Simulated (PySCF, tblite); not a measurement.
# C2H12O3Si, a solvent cluster: NMR shifts, interaction energy and core binding energies, part 2 of 3

tblite 0.8.0 and PySCF 2.14.0. Atoms count from 0, parts from 1.

### Step 4. NMR shieldings: PBE0/pcSseg-1

What the job is given:

```
{"job": {"kind": "nmr", "xc": "PBE0", "basis": "pcSseg-1"}, "charge": 0, "multiplicity": 1, "parts": [{"atoms": "0-5", "charge": 0, "multiplicity": 1}, {"atoms": "6-11", "charge": 0, "multiplicity": 1}, {"atoms": "12-17", "charge": 0, "multiplicity": 1}]}
O      1.014352     0.756236    -1.136124
Si     0.677375    -0.172520     0.215134
H      1.454427     1.630548    -1.005287
H     -0.146494    -1.319059    -0.255745
H     -0.086755     0.617997     1.229046
H      1.930351    -0.676224     0.853373
C      0.131308     2.135722    -4.420396
O     -0.062532     2.411140    -3.053220
H      1.145617     1.752801    -4.623262
H     -0.604355     1.405239    -4.793480
H     -0.002928     3.073485    -4.974277
H      0.083798     1.604484    -2.527866
C      1.281126     4.212742    -0.315396
O      1.772888     3.303843    -1.271888
H      1.221112     5.234200    -0.723469
H      0.282512     3.922217     0.053868
H      1.977730     4.220126     0.532583
H      1.158413     3.263864    -2.033705
```

Method: GIAO PBE0/pcSseg-1 NMR shielding, non-relativistic, gas phase.

Log:

```text
coarse grid: 14496 points
cycle   1  E = -597.8803034261  dE =  1.344e-01  |g| = 9.709e-01  |ddm| = 3.308e+00
cycle   2  E = -597.6921168221  dE =  1.882e-01  |g| = 1.400e+00  |ddm| = 1.588e+00
cycle   3  E = -598.0416983479  dE = -3.496e-01  |g| = 1.164e-01  |ddm| = 1.075e+00
cycle   4  E = -598.0437238519  dE = -2.026e-03  |g| = 6.142e-02  |ddm| = 1.114e-01
cycle   5  E = -598.0443481966  dE = -6.243e-04  |g| = 1.114e-02  |ddm| = 4.051e-02
cycle   6  E = -598.0443685518  dE = -2.036e-05  |g| = 3.554e-03  |ddm| = 8.188e-03
cycle   7  E = -598.0443712805  dE = -2.729e-06  |g| = 3.938e-04  |ddm| = 2.334e-03
final grid: 132432 points
cycle   8  E = -598.1063899908  dE = -3.938e-05  |g| = 1.213e-02  |ddm| = 2.130e-02
cycle   9  E = -598.1063686288  dE =  2.136e-05  |g| = 1.640e-02  |ddm| = 1.487e-02
cycle  10  E = -598.1064164252  dE = -4.780e-05  |g| = 9.594e-04  |ddm| = 9.020e-03
cycle  11  E = -598.1064166067  dE = -1.815e-07  |g| = 2.501e-04  |ddm| = 8.165e-04
cycle  12  E = -598.1064166178  dE = -1.110e-08  |g| = 1.047e-04  |ddm| = 1.924e-04
cycle  13  E = -598.1064166195  dE = -1.753e-09  |g| = 3.018e-05  |ddm| = 8.031e-05
cycle  14  E = -598.1064166197  dE = -1.696e-10  |g| = 2.613e-06  |ddm| = 2.228e-05
converged SCF energy = -598.1064166197

GIAO shielding tensors (ppm)
atom      isotropic    diamagn.    paramagn.     s11        s22        s33       span
  0 O      323.786     395.100     -71.314    279.689    323.695    367.975     88.286
  1 Si     386.120     880.358    -494.238    342.828    347.904    467.628    124.800
  2 H       25.742      32.785      -7.043     11.604     17.614     48.009     36.405
  3 H       26.520      30.830      -4.310     23.370     24.958     31.231      7.861
  4 H       26.344      31.827      -5.483     23.008     25.235     30.788      7.781
  5 H       26.315      30.125      -3.810     23.167     24.411     31.366      8.199
  6 C      133.558     238.324    -104.765    105.659    111.739    183.277     77.618
  7 O      325.990     401.278     -75.288    268.703    317.978    391.289    122.586
  8 H       27.850      27.232       0.618     23.526     26.106     33.918     10.393
  9 H       27.810      27.629       0.181     23.618     25.422     34.390     10.772
 10 H       28.009      25.117       2.892     24.283     25.630     34.113      9.831
 11 H       28.164      37.120      -8.956     15.609     21.876     47.007     31.398
 12 C      134.303     242.315    -108.013    106.809    113.427    182.672     75.864
 13 O      321.684     398.026     -76.342    261.768    322.039    381.245    119.477
 14 H       27.846      25.208       2.638     23.659     25.476     34.404     10.745
 15 H       27.929      31.936      -4.008     23.716     26.614     33.455      9.739
 16 H       28.014      28.629      -0.614     24.658     25.504     33.880      9.222
 17 H       27.135      32.819      -5.684     15.447     19.272     46.685     31.239

== part 1 alone, relaxed ==
coarse grid: 5192 points
cycle   1  E = -366.8151501672  dE = -3.386e-02  |g| = 6.851e-01  |ddm| = 2.007e+00
cycle   2  E = -366.6706215340  dE =  1.445e-01  |g| = 1.106e+00  |ddm| = 1.280e+00
cycle   3  E = -366.8976088692  dE = -2.270e-01  |g| = 4.851e-02  |ddm| = 9.179e-01
cycle   4  E = -366.8981285837  dE = -5.197e-04  |g| = 7.805e-03  |ddm| = 4.750e-02
cycle   5  E = -366.8981389884  dE = -1.040e-05  |g| = 9.431e-04  |ddm| = 6.635e-03
cycle   6  E = -366.8981392358  dE = -2.474e-07  |g| = 1.409e-04  |ddm| = 1.425e-03
final grid: 44624 points
cycle   7  E = -366.9187805523  dE = -5.819e-06  |g| = 4.321e-03  |ddm| = 7.088e-03
cycle   8  E = -366.9187765357  dE =  4.017e-06  |g| = 6.426e-03  |ddm| = 6.294e-03
cycle   9  E = -366.9187835079  dE = -6.972e-06  |g| = 2.228e-04  |ddm| = 3.964e-03
cycle  10  E = -366.9187835161  dE = -8.186e-09  |g| = 3.681e-05  |ddm| = 1.794e-04
cycle  11  E = -366.9187835164  dE = -2.416e-10  |g| = 5.602e-06  |ddm| = 4.308e-05
converged SCF energy = -366.9187835164

GIAO shielding tensors (ppm)
atom      isotropic    diamagn.    paramagn.     s11        s22        s33       span
  0 O      336.173     388.011     -51.838    292.951    339.745    375.823     82.872
  1 Si     382.703     877.447    -494.744    339.201    344.532    464.375    125.173
  2 H       31.209      30.928       0.280     23.056     26.152     44.418     21.363
  3 H       26.431      28.310      -1.879     23.664     24.941     30.687      7.023
  4 H       26.276      28.572      -2.297     23.377     24.699     30.751      7.374
  5 H       26.276      28.557      -2.281     23.376     24.699     30.752      7.377

== part 2 alone, relaxed ==
coarse grid: 4656 points
cycle   1  E = -115.4932690450  dE =  6.727e-02  |g| = 5.761e-01  |ddm| = 1.843e+00
cycle   2  E = -115.4439055156  dE =  4.936e-02  |g| = 7.902e-01  |ddm| = 8.377e-01
cycle   3  E = -115.5527748508  dE = -1.089e-01  |g| = 4.081e-02  |ddm| = 5.025e-01
cycle   4  E = -115.5530444984  dE = -2.696e-04  |g| = 1.625e-02  |ddm| = 2.941e-02
cycle   5  E = -115.5531034334  dE = -5.893e-05  |g| = 3.826e-03  |ddm| = 1.229e-02
cycle   6  E = -115.5531065948  dE = -3.161e-06  |g| = 2.057e-04  |ddm| = 2.385e-03
final grid: 43904 points
cycle   7  E = -115.5749023561  dE = -9.396e-06  |g| = 7.119e-03  |ddm| = 1.003e-02
cycle   8  E = -115.5748957326  dE =  6.624e-06  |g| = 9.395e-03  |ddm| = 8.220e-03
cycle   9  E = -115.5749120836  dE = -1.635e-05  |g| = 6.161e-04  |ddm| = 4.686e-03
cycle  10  E = -115.5749121599  dE = -7.623e-08  |g| = 6.539e-05  |ddm| = 4.337e-04
cycle  11  E = -115.5749121608  dE = -8.954e-10  |g| = 8.456e-06  |ddm| = 4.989e-05
converged SCF energy = -115.5749121608

GIAO shielding tensors (ppm)
atom      isotropic    diamagn.    paramagn.     s11        s22        s33       span
  0 C      131.580     243.709    -112.130    102.663    110.739    181.336     78.673
  1 O      332.016     386.627     -54.612    287.416    310.781    397.850    110.435
  2 H       27.752      29.033      -1.282     23.894     25.900     33.461      9.567
  3 H       27.751      29.046      -1.295     23.892     25.900     33.461      9.569
  4 H       27.778      28.440      -0.662     24.676     25.717     32.942      8.266
  5 H       32.067      31.633       0.433     22.784     29.131     44.285     21.501
```

Wall time 46 s (1 thread of Arm Neoverse N1, shared host); peak memory 0.81 GiB.

No reference compound was run at this level, so shieldings alone are listed.

```csv
atoms,environment,σ (ppm)
C6,"carbon bonded to O, 3 H",133.6
C12,"carbon bonded to O, 3 H",134.3
H2,hydrogen on an oxygen bonded to Si,25.74
H5,hydrogen on a silicon bonded to O,26.31
H4,hydrogen on a silicon bonded to O,26.34
H3,hydrogen on a silicon bonded to O,26.52
H17,hydrogen on an oxygen bonded to C,27.13
H9,hydrogen on a carbon bonded to O,27.81
H14,hydrogen on a carbon bonded to O,27.85
H8,hydrogen on a carbon bonded to O,27.85
H15,hydrogen on a carbon bonded to O,27.93
H10,hydrogen on a carbon bonded to O,28.01
H16,hydrogen on a carbon bonded to O,28.01
H11,hydrogen on an oxygen bonded to C,28.16
O13,"oxygen bonded to C, H",321.7
O0,"oxygen bonded to Si, H",323.8
O7,"oxygen bonded to C, H",326.0
Si1,"silicon bonded to O, 3 H",386.1
```

The run also stored atomic charges by several schemes (e):

```csv
atoms,Mulliken,IAO,Hirshfeld,ESP fit
O0,-0.67,-0.79,-0.30,-0.66
Si1,0.70,0.84,0.38,0.61
C6,-0.05,-0.20,-0.03,-0.07
O7,-0.52,-0.54,-0.20,-0.58
C12,-0.05,-0.20,-0.04,0.00
O13,-0.52,-0.53,-0.19,-0.62
```

Mayer bond orders: O0–Si1 0.96, C6–O7 0.93, C12–O13 0.93.

Against the parts alone, each relaxed by itself:

```
atom  σ alone (ppm)  σ in the cluster  shift on binding (ppm)
  O0         336.17            323.79                  +12.39
 O13         332.02            321.68                  +10.33
  O7         332.02            325.99                   +6.03
 Si1         382.70            386.12                   -3.42
 C12         131.58            134.30                   -2.72
  H2          31.21             25.74                   +5.47
 H17          32.07             27.13                   +4.93
 H11          32.07             28.16                   +3.90
 H16          27.78             28.01                   -0.24
```

### Step 5. Counterpoise and decomposition: wB97M-D3(BJ)/def2-SVPD

Same as in step 4 but for these lines:

```diff
@@ -1,2 +1,2 @@
-{"job": {"kind": "nmr", "xc": "PBE0", "basis": "pcSseg-1"}, "charge": 0, "multiplicity": 1, "parts": [{"atoms": "0-5", "charge": 0, "multiplicity": 1}, {"atoms": "6-11", "charge": 0, "multiplicity": 1}, {"atoms": "12-17", "charge": 0, "multiplicity": 1}]}
+{"job": {"kind": "inter", "xc": "wB97M-D3(BJ)", "basis": "def2-SVPD", "pairs": true}, "charge": 0, "multiplicity": 1, "parts": [{"atoms": "0-5", "charge": 0, "multiplicity": 1}, {"atoms": "6-11", "charge": 0, "multiplicity": 1}, {"atoms": "12-17", "charge": 0, "multiplicity": 1}]}
 O      1.014352     0.756236    -1.136124
```

Method: wB97M-D3(BJ)/def2-SVPD interaction energy, counterpoise and uncorrected, gas phase.

Log:

```text
part 1, own basis, geometry of the cluster
coarse grid: 21480 points
cycle   1  E = -366.9825742765  dE = -1.301e-01  |g| = 5.931e-01  |ddm| = 2.247e+00
cycle   2  E = -366.9646342178  dE =  1.794e-02  |g| = 7.004e-01  |ddm| = 9.200e-01
cycle   3  E = -367.0543612241  dE = -8.973e-02  |g| = 3.117e-02  |ddm| = 4.548e-01
cycle   4  E = -367.0546187052  dE = -2.575e-04  |g| = 6.404e-03  |ddm| = 5.924e-02
cycle   5  E = -367.0546352726  dE = -1.657e-05  |g| = 8.934e-04  |ddm| = 1.843e-02
cycle   6  E = -367.0546357388  dE = -4.662e-07  |g| = 2.369e-04  |ddm| = 3.283e-03
final grid: 44624 points
cycle   7  E = -367.0546277859  dE = -3.351e-08  |g| = 1.280e-04  |ddm| = 1.022e-03
cycle   8  E = -367.0546277884  dE = -2.470e-09  |g| = 1.218e-04  |ddm| = 2.299e-04
cycle   9  E = -367.0546277911  dE = -2.691e-09  |g| = 1.897e-05  |ddm| = 8.577e-05
cycle  10  E = -367.0546277912  dE = -1.689e-10  |g| = 5.908e-06  |ddm| = 3.464e-05
converged SCF energy = -367.0546277912

part 2, own basis, geometry of the cluster
coarse grid: 20248 points
cycle   1  E = -115.6067494225  dE =  4.321e-02  |g| = 5.190e-01  |ddm| = 2.414e+00
cycle   2  E = -115.6041274742  dE =  2.622e-03  |g| = 5.662e-01  |ddm| = 7.302e-01
cycle   3  E = -115.6606153663  dE = -5.649e-02  |g| = 2.819e-02  |ddm| = 3.514e-01
cycle   4  E = -115.6607853236  dE = -1.700e-04  |g| = 6.552e-03  |ddm| = 3.152e-02
cycle   5  E = -115.6607978274  dE = -1.250e-05  |g| = 2.062e-03  |ddm| = 1.131e-02
cycle   6  E = -115.6607989452  dE = -1.118e-06  |g| = 4.756e-04  |ddm| = 3.269e-03
final grid: 43904 points
cycle   7  E = -115.6607921038  dE = -6.911e-08  |g| = 3.602e-04  |ddm| = 1.987e-03
cycle   8  E = -115.6607921192  dE = -1.539e-08  |g| = 2.788e-04  |ddm| = 7.204e-04
cycle   9  E = -115.6607921361  dE = -1.693e-08  |g| = 3.055e-05  |ddm| = 2.772e-04
cycle  10  E = -115.6607921364  dE = -2.321e-10  |g| = 1.499e-05  |ddm| = 4.629e-05
converged SCF energy = -115.6607921364

part 3, own basis, geometry of the cluster
coarse grid: 20248 points
cycle   1  E = -115.6065265292  dE =  3.871e-02  |g| = 5.188e-01  |ddm| = 2.412e+00
cycle   2  E = -115.6036655235  dE =  2.861e-03  |g| = 5.674e-01  |ddm| = 7.309e-01
cycle   3  E = -115.6604566818  dE = -5.679e-02  |g| = 2.832e-02  |ddm| = 3.521e-01
cycle   4  E = -115.6606277365  dE = -1.711e-04  |g| = 6.586e-03  |ddm| = 3.165e-02
cycle   5  E = -115.6606403358  dE = -1.260e-05  |g| = 2.079e-03  |ddm| = 1.135e-02
cycle   6  E = -115.6606414709  dE = -1.135e-06  |g| = 4.768e-04  |ddm| = 3.285e-03
final grid: 43904 points
cycle   7  E = -115.6606115636  dE = -6.542e-08  |g| = 3.462e-04  |ddm| = 1.945e-03
cycle   8  E = -115.6606115784  dE = -1.487e-08  |g| = 2.627e-04  |ddm| = 6.824e-04
cycle   9  E = -115.6606115938  dE = -1.535e-08  |g| = 2.698e-05  |ddm| = 2.720e-04
cycle  10  E = -115.6606115940  dE = -1.879e-10  |g| = 1.474e-05  |ddm| = 4.328e-05
converged SCF energy = -115.6606115940

part 1, own basis, relaxed alone
coarse grid: 21480 points
cycle   1  E = -366.9830350425  dE = -1.116e-01  |g| = 5.957e-01  |ddm| = 2.253e+00
cycle   2  E = -366.9663523870  dE =  1.668e-02  |g| = 6.980e-01  |ddm| = 9.195e-01
cycle   3  E = -367.0551729306  dE = -8.882e-02  |g| = 3.091e-02  |ddm| = 4.535e-01
cycle   4  E = -367.0554272398  dE = -2.543e-04  |g| = 6.393e-03  |ddm| = 5.934e-02
cycle   5  E = -367.0554436295  dE = -1.639e-05  |g| = 8.840e-04  |ddm| = 1.830e-02
cycle   6  E = -367.0554440758  dE = -4.463e-07  |g| = 2.308e-04  |ddm| = 3.214e-03
final grid: 44624 points
cycle   7  E = -367.0553900287  dE = -3.379e-08  |g| = 8.100e-05  |ddm| = 1.224e-03
cycle   8  E = -367.0553900318  dE = -3.129e-09  |g| = 3.272e-05  |ddm| = 2.538e-04
cycle   9  E = -367.0553900322  dE = -3.727e-10  |g| = 1.376e-05  |ddm| = 5.987e-05
converged SCF energy = -367.0553900322

part 2, own basis, relaxed alone
coarse grid: 20248 points
cycle   1  E = -115.6072613456  dE =  5.695e-02  |g| = 5.187e-01  |ddm| = 2.416e+00
cycle   2  E = -115.6054073908  dE =  1.854e-03  |g| = 5.616e-01  |ddm| = 7.257e-01
cycle   3  E = -115.6608272108  dE = -5.542e-02  |g| = 2.810e-02  |ddm| = 3.493e-01
cycle   4  E = -115.6609959817  dE = -1.688e-04  |g| = 6.491e-03  |ddm| = 3.138e-02
cycle   5  E = -115.6610083122  dE = -1.233e-05  |g| = 2.044e-03  |ddm| = 1.131e-02
cycle   6  E = -115.6610094100  dE = -1.098e-06  |g| = 4.683e-04  |ddm| = 3.237e-03
final grid: 43904 points
cycle   7  E = -115.6609769680  dE = -6.465e-08  |g| = 3.464e-04  |ddm| = 1.453e-03
cycle   8  E = -115.6609769830  dE = -1.493e-08  |g| = 2.619e-04  |ddm| = 7.078e-04
cycle   9  E = -115.6609769982  dE = -1.524e-08  |g| = 2.616e-05  |ddm| = 2.696e-04
cycle  10  E = -115.6609769984  dE = -1.819e-10  |g| = 1.471e-05  |ddm| = 4.112e-05
converged SCF energy = -115.6609769984

part 3, own basis, relaxed alone: E = -115.6609769984 (as before)

cluster
final grid: 132432 points
cycle   1  E = -598.4012357749  dE = -2.912e-02  |g| = 6.404e-02  |ddm| = 1.839e+00
cycle   2  E = -598.4033970535  dE = -2.161e-03  |g| = 3.053e-02  |ddm| = 3.187e-01
cycle   3  E = -598.4036604532  dE = -2.634e-04  |g| = 1.909e-02  |ddm| = 6.901e-02
cycle   4  E = -598.4037632059  dE = -1.028e-04  |g| = 3.283e-03  |ddm| = 3.607e-02
cycle   5  E = -598.4037675006  dE = -4.295e-06  |g| = 9.087e-04  |ddm| = 6.836e-03
cycle   6  E = -598.4037678597  dE = -3.591e-07  |g| = 4.091e-04  |ddm| = 2.273e-03
cycle   7  E = -598.4037679146  dE = -5.486e-08  |g| = 1.355e-04  |ddm| = 8.829e-04
cycle   8  E = -598.4037679199  dE = -5.306e-09  |g| = 3.650e-05  |ddm| = 2.342e-04
cycle   9  E = -598.4037679206  dE = -7.025e-10  |g| = 8.306e-06  |ddm| = 1.389e-04
converged SCF energy = -598.4037679206

part 1 in the basis of the cluster
final grid: 132432 points
cycle   1  E = -367.0558655450  dE = -1.241e-03  |g| = 6.151e-03  |ddm| = 8.740e-01
cycle   2  E = -367.0558834826  dE = -1.794e-05  |g| = 1.077e-03  |ddm| = 1.075e-01
cycle   3  E = -367.0558841258  dE = -6.432e-07  |g| = 5.730e-04  |ddm| = 1.782e-02
cycle   4  E = -367.0558841884  dE = -6.261e-08  |g| = 1.973e-04  |ddm| = 1.051e-03
cycle   5  E = -367.0558841980  dE = -9.550e-09  |g| = 2.498e-05  |ddm| = 5.789e-04
cycle   6  E = -367.0558841984  dE = -3.982e-10  |g| = 4.757e-06  |ddm| = 1.510e-04
converged SCF energy = -367.0558841984

part 2 in the basis of the cluster
final grid: 132432 points
cycle   1  E = -115.6618835646  dE = -1.095e-03  |g| = 6.107e-03  |ddm| = 9.680e-01
cycle   2  E = -115.6619009150  dE = -1.735e-05  |g| = 1.175e-03  |ddm| = 1.268e-01
cycle   3  E = -115.6619015254  dE = -6.103e-07  |g| = 7.736e-04  |ddm| = 2.146e-02
cycle   4  E = -115.6619016477  dE = -1.224e-07  |g| = 1.541e-04  |ddm| = 1.540e-03
cycle   5  E = -115.6619016550  dE = -7.226e-09  |g| = 5.797e-05  |ddm| = 7.989e-04
cycle   6  E = -115.6619016562  dE = -1.209e-09  |g| = 9.938e-06  |ddm| = 2.464e-04
cycle   7  E = -115.6619016562  dE = -7.594e-11  |g| = 2.577e-06  |ddm| = 5.058e-05
converged SCF energy = -115.6619016562

part 3 in the basis of the cluster
final grid: 132432 points
cycle   1  E = -115.6617328111  dE = -1.121e-03  |g| = 6.152e-03  |ddm| = 9.888e-01
cycle   2  E = -115.6617507258  dE = -1.791e-05  |g| = 1.168e-03  |ddm| = 1.335e-01
cycle   3  E = -115.6617513742  dE = -6.484e-07  |g| = 7.533e-04  |ddm| = 2.249e-02
cycle   4  E = -115.6617514907  dE = -1.165e-07  |g| = 1.500e-04  |ddm| = 1.303e-03
cycle   5  E = -115.6617514982  dE = -7.505e-09  |g| = 5.787e-05  |ddm| = 6.693e-04
cycle   6  E = -115.6617514994  dE = -1.247e-09  |g| = 1.012e-05  |ddm| = 1.824e-04
cycle   7  E = -115.6617514995  dE = -9.572e-11  |g| = 2.833e-06  |ddm| = 5.624e-05
converged SCF energy = -115.6617514995

parts 1 and 2 in the basis of the cluster
final grid: 132432 points
cycle   1  E = -482.7226752282  dE = -7.568e-03  |g| = 2.588e-02  |ddm| = 1.357e+00
cycle   2  E = -482.7230562211  dE = -3.810e-04  |g| = 9.248e-03  |ddm| = 1.982e-01
cycle   3  E = -482.7230875616  dE = -3.134e-05  |g| = 7.206e-03  |ddm| = 3.463e-02
cycle   4  E = -482.7230990798  dE = -1.152e-05  |g| = 1.268e-03  |ddm| = 1.058e-02
cycle   5  E = -482.7230996996  dE = -6.198e-07  |g| = 2.642e-04  |ddm| = 2.394e-03
cycle   6  E = -482.7230997434  dE = -4.384e-08  |g| = 1.451e-04  |ddm| = 1.182e-03
cycle   7  E = -482.7230997484  dE = -4.987e-09  |g| = 3.304e-05  |ddm| = 1.925e-04
cycle   8  E = -482.7230997489  dE = -4.823e-10  |g| = 9.788e-06  |ddm| = 9.641e-05
converged SCF energy = -482.7230997489

parts 1 and 3 in the basis of the cluster
final grid: 132432 points
cycle   1  E = -482.7242334090  dE = -1.190e-02  |g| = 3.835e-02  |ddm| = 1.410e+00
cycle   2  E = -482.7249191382  dE = -6.857e-04  |g| = 1.947e-02  |ddm| = 2.195e-01
cycle   3  E = -482.7250031568  dE = -8.402e-05  |g| = 1.187e-02  |ddm| = 4.055e-02
cycle   4  E = -482.7250380268  dE = -3.487e-05  |g| = 1.789e-03  |ddm| = 2.216e-02
cycle   5  E = -482.7250391958  dE = -1.169e-06  |g| = 6.371e-04  |ddm| = 3.807e-03
cycle   6  E = -482.7250393069  dE = -1.111e-07  |g| = 2.930e-04  |ddm| = 1.158e-03
cycle   7  E = -482.7250393313  dE = -2.443e-08  |g| = 6.143e-05  |ddm| = 6.005e-04
cycle   8  E = -482.7250393327  dE = -1.378e-09  |g| = 1.694e-05  |ddm| = 1.364e-04
cycle   9  E = -482.7250393329  dE = -1.875e-10  |g| = 3.223e-06  |ddm| = 7.003e-05
converged SCF energy = -482.7250393329

parts 2 and 3 in the basis of the cluster
final grid: 132432 points
cycle   1  E = -231.3293789984  dE = -9.071e-03  |g| = 3.089e-02  |ddm| = 1.462e+00
cycle   2  E = -231.3298754636  dE = -4.965e-04  |g| = 1.397e-02  |ddm| = 2.210e-01
cycle   3  E = -231.3299261121  dE = -5.065e-05  |g| = 9.335e-03  |ddm| = 3.952e-02
cycle   4  E = -231.3299476595  dE = -2.155e-05  |g| = 1.325e-03  |ddm| = 1.762e-02
cycle   5  E = -231.3299484250  dE = -7.655e-07  |g| = 3.840e-04  |ddm| = 3.002e-03
cycle   6  E = -231.3299485013  dE = -7.629e-08  |g| = 1.410e-04  |ddm| = 1.342e-03
cycle   7  E = -231.3299485097  dE = -8.397e-09  |g| = 1.913e-05  |ddm| = 3.879e-04
cycle   8  E = -231.3299485100  dE = -3.697e-10  |g| = 7.185e-06  |ddm| = 1.202e-04
converged SCF energy = -231.3299485100

Interaction energy (kcal/mol)
  counterpoise      -18.846
  uncorrected       -21.050
  dispersion part    -3.641
  deformation         0.831
  binding           -18.015

Decomposition of the uncorrected value (kcal/mol)
  electrostatic     -36.621
  Pauli              39.073
  orbital           -19.860
  dispersion         -3.641

Charge of each part in the cluster: -0.016 0.009 0.008

Pairs (kcal/mol): 1-2 -4.423, 1-3 -6.053, 2-3 -5.098
  two-body sum -15.573, many-body rest -3.273
```

It took 5.7 min on 1 thread of Arm Neoverse N1, shared host; peak memory 0.65 GiB.

Contacts at this geometry (a selection, picked against the atoms' radii; other short pairs can be missing):

```csv
atoms,distance (Å),kind (by distance and angle),angle (°)
H2···O13,1.72,hydrogen bond,157
H17···O7,1.80,hydrogen bond,152
H11···O0,1.88,hydrogen bond,148
```

The decomposition goes in steps from the parts' own densities: electrostatics between them unchanged, then the rise on making their orbitals orthogonal (called Pauli here; it holds the exchange-correlation between the parts too, so it can be small or negative at long range), then orbital relaxation, then the dispersion term. Charges of the parts share the cluster's density out in proportion to the parts' own densities.

The SCF energies in the log hold no dispersion term; the tabulated energies do.

The parts:

| part | SMILES | deformation (kcal/mol) | HOMO alone (eV) | charge in the cluster (e) |
| --- | --- | --- | --- | --- |
| 1 | O[SiH3] | 0.48 | -11.17 | -0.016 |
| 2 | CO | 0.12 | -10.57 | 0.009 |
| 3 | CO | 0.23 | -10.57 | 0.008 |

[end of part 2 of 3]
